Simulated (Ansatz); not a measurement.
the Mg-C system, a small convex hull

Computed with the Python package of Ansatz (0.2.0).

`hull_mg2c3.py`
```python
"""Stability of Mg-C compounds against each other, after relaxing atoms and volume at fixed cell shape."""

from collections import Counter
import csv
import warnings

import ansatz as az
import numpy as np

PHASES = {
    "Mg2C3 C2/m": (
        [(2.4155, -2.35, 0.0), (2.4155, 2.35, 0.0), (-1.227074, 0.0, 4.833276)],
        [
            ("Mg", (0.1913, 0.1913, 0.7989)),
            ("Mg", (0.8087, 0.8087, 0.2011)),
            ("C", (0.7011, 0.7011, 0.7385)),
            ("C", (0.2989, 0.2989, 0.2615)),
            ("C", (0.5, 0.5, 0.5)),
        ],
    ),
    "MgC2 P4_2/mnm": (
        [(3.950777, 0.0, 0.0), (0.0, 3.950777, 0.0), (0.0, 0.0, 4.987089)],
        [
            ("Mg", (0.5, 0.5, 0.0)),
            ("Mg", (0.0, 0.0, 0.5)),
            ("C", (0.887655, 0.887655, 0.0)),
            ("C", (0.612345, 0.387655, 0.5)),
            ("C", (0.112345, 0.112345, 0.0)),
            ("C", (0.387655, 0.612345, 0.5)),
        ],
    ),
    "Mg": (
        [(3.2093, 0.0, 0.0), (-1.60465, 2.779335, 0.0), (0.0, 0.0, 5.2103)],
        [
            ("Mg", (1 / 3, 2 / 3, 0.25)),
            ("Mg", (2 / 3, 1 / 3, 0.75)),
        ],
    ),
    "C": (
        [(1.228029, 0.709003, 3.347011), (-1.228029, 0.709003, 3.347011), (0.0, -1.418005, 3.347011)],
        [
            ("C", (0.836, 0.836, 0.836)),
            ("C", (0.164, 0.164, 0.164)),
        ],
    ),
}


def build(vectors, sites):
    crystal = az.Crystal(lattice=az.Lattice.of(vectors))
    for symbol, position in sites:
        crystal = crystal.atom(symbol, position)
    return crystal


def compute(name, crystal):
    calc = (
        crystal.calculation()
        .mixing("broyden", preconditioner="kerker_dos")
        .functional("lda")
        .scf(tolerance=1e-07)
        .pseudopotentials("nc")
        .kpoints(spacing=0.39)  # the mesh must be finer for metals
        .occupations("cold", width=0.05)  # fractional filling near the Fermi level
    )
    calc = calc.relax(force_tolerance=0.03, fix_cell=["shape"])
    return calc.run()


def counts(outcome):
    return Counter(site.symbol for site in outcome.lattice.sites)

def formation_energy(outcome, mu):
    n = counts(outcome)
    return (outcome.report["energy_sigma0_ev"] - sum(k * mu[element] for element, k in n.items())) / sum(n.values())


def main() -> None:
    warnings.simplefilter("ignore")

    phases = {name: build(*cell) for name, cell in PHASES.items()}

    done = {name: compute(name, crystal) for name, crystal in phases.items()}

    # energy of one atom in its reference phase
    references = {"Mg": "Mg", "C": "C"}
    mu = {element: done[name].report["energy_sigma0_ev"] / len(done[name].lattice.sites) for element, name in references.items()}
    points = sorted((counts(o)["C"] / len(o.lattice.sites), formation_energy(o, mu), name) for name, o in done.items())

    # walk in x and drop points that lie above the chord
    hull = []
    for x, e, _ in points:
        while len(hull) > 1 and (hull[-1][0] - hull[-2][0]) * (e - hull[-2][1]) - (hull[-1][1] - hull[-2][1]) * (x - hull[-2][0]) <= 0:
            hull.pop()
        hull.append((x, e))
    rows = [(name, x, e, e - np.interp(x, *zip(*hull))) for x, e, name in points]
    with open("hull.csv", "w", newline="") as handle:
        writer = csv.writer(handle)
        writer.writerow(["phase", "x(C)", "E_form (eV/atom)", "above hull (eV/atom)"])
        writer.writerows([round(v, 4) if isinstance(v, float) else v for v in row] for row in rows)
    print(open("hull.csv").read())
    print("on the hull of these phases:", ", ".join(row[0] for row in rows if row[3] < 1e-6))


if __name__ == "__main__":
    main()
```

Running `python hull_mg2c3.py` prints:
```text
phase,x(C),E_form (eV/atom),above hull (eV/atom)
Mg,0.0,0.0,0.0
Mg2C3 C2/m,0.6,0.1747,0.1747
MgC2 P4_2/mnm,0.6667,0.4947,0.4947
C,1.0,0.0,0.0

on the hull of these phases: Mg, C
```

The settings weren't tested for convergence. For the metals among these phases the mesh is modest: differences between phases can be off by up to 40 meV an atom. The program warned that this SCF threshold is loose for forces or stresses. Atoms and volume are relaxed with the cell's shape held, which in cells of lower than cubic symmetry can hide stresses and shift volumes. The cells come from databases of deposited and of computed structures, and not all need be stable phases. Differences under about 40 meV an atom lie within the error of mesh and functional, so such verdicts may flip; only the cells listed enter the hull. The script silences warnings, which a real study should read. It ran for 47 s on 1 thread of Arm Neoverse V2 (shared host), peak memory 0.48 GiB.
